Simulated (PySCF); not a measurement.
**The bond of TaBr, level by level**

One job finds the state of TaBr, follows it along the bond with each method and fits the curves.

Method: Ta def2-TZVPP with ECP60, Br def2-TZVPP, scalar-relativistic core potentials; program: PySCF 2.14.0.

1 further run of the same task is left out (set aside as unsound or not needed).

**1. Set-up**

The job is set up so:

```json
{
  "atoms": "Ta, Br",
  "charge": "0",
  "basis": "Ta def2-TZVPP with ECP60, Br def2-TZVPP",
  "Hamiltonian": "scalar-relativistic core potentials",
  "basis functions": "104",
  "electrons treated": "48",
  "masses in u": "180.9480, 78.9183",
  "levels": "PBE0, PBE, r²SCAN, B2PLYP, PW91, revPBE, BP86, LC-ωPBE",
  "grid": "80 radial by 434 angular points",
  "occupations": "held fixed by the projection of orbital angular momentum",
  "dissociation limit": "Ta + Br, each in its ground configuration",
  "starting distance in angstrom": "2.475",
  "values of 2S to try": "0, 2, 4, 6"
}
```

The run is started by

```console
> OMP_NUM_THREADS=2 python dia.py task.json out
```

After this run come: First curve: PBE0; Other states along the same grid; PBE (GGA); r²SCAN (meta-GGA); B2PLYP (double hybrid); PW91 (GGA); revPBE (GGA); BP86 (GGA); LC-ωPBE (range-separated hybrid).

Before running it: what results should come out? Wanted: for each run, Re; ωe; De; μ.

As calculated:

Lowest PBE0 solution found, without spin–orbit coupling: quintet, unpaired electrons σ ↑, π ↑, δ ↑↑. State 2 has its PBE0 minimum 0.15 eV higher. State 3 has its PBE0 minimum 0.19 eV higher, as a spin-mixed determinant (⟨S²⟩ = 2.52), so this is no gap between pure states. State 4 has its PBE0 minimum 0.34 eV higher, as a spin-mixed determinant (⟨S²⟩ = 2.45), so this is no gap between pure states. The other levels ran on the lowest alone.

```
  level  Re (Å)  ωe (cm⁻¹)  De (eV)  μ (D)
    PBE   2.446      248.2     4.04  -2.55
 revPBE   2.458      243.2     3.90  -2.64
   PW91   2.446      248.4     4.08  -2.55
   BP86   2.449      247.1     3.92  -2.54
 r²SCAN   2.453      247.9     4.23  -2.97
   PBE0   2.446      250.9     3.96  -3.02
LC-ωPBE   2.451      251.5     3.98  -3.25
 B2PLYP   2.460      246.8     3.45  -3.25
```

De is counted to Ta + Br in their ground configurations. A positive dipole means Ta(−)Br(+).

Bond lengths run from 2.446 Å (PW91) to 2.460 Å (B2PLYP). Among the levels with a De in the table, it runs from 3.45 eV (B2PLYP) to 4.23 eV (r²SCAN).

Correlated steps freeze 9 core orbitals. These are scalar-relativistic numbers at best; spin–orbit coupling would shift them, the dissociation energy most. B2PLYP dipoles, levels and charges come from its SCF part alone. The state is the lowest single determinant that the PBE0 search found; with open d or f shells the true ground state can be another one. At B2PLYP the stretched side of the curve climbs above De, by a hump or because the determinant held fixed goes to a higher limit. With spin–orbit coupling the term label itself may not hold.
